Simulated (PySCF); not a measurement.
# C7H6N2: the cost of one run

Programs: PySCF 2.14.0, with routines of our own; each step states its level. All values are computed. Atoms count from 0.

## Step 1: The starting structure

15 atoms, charge 1, multiplicity 2; geometry from: GFN2-xTB.

## Step 2: Open-shell or spin-flip excitations: unrestricted TDDFT CAM-B3LYP/def2-SVP

What the job is given:

```
{"job": {"kind": "uabs", "xc": "CAM-B3LYP", "basis": "def2-SVP", "nstates": 10, "tda": false}, "charge": 1, "multiplicity": 2}
N      2.305180    -2.457692    -0.832753
C      1.428747    -1.769147    -0.565752
C      0.379527    -0.883676    -0.234115
C     -0.926525    -1.328016    -0.128795
C     -1.942802    -0.431840     0.199923
C     -1.655870     0.926851     0.428346
C     -0.372522     1.393144     0.331048
C      0.692934     0.507955    -0.002697
N      1.938853     0.941442    -0.101255
H     -1.149600    -2.370365    -0.303808
H     -2.960437    -0.783843     0.280462
H     -2.457956     1.603361     0.681747
H     -0.146859     2.434500     0.505316
H      2.166256     1.915241     0.059566
H      2.696661     0.310074    -0.339147
```

Level: unrestricted TDDFT CAM-B3LYP/def2-SVP, vertical, gas phase, core orbitals frozen in the response.

Started as:

```
OMP_NUM_THREADS=1 python excited_run.py task.json out
```

This one command runs all jobs of the session in turn.

Q: Estimate the wall time and peak memory of this first job on 1 thread of Arm Neoverse V2, shared host.

About 68 s, with a peak of 0.67 GiB.
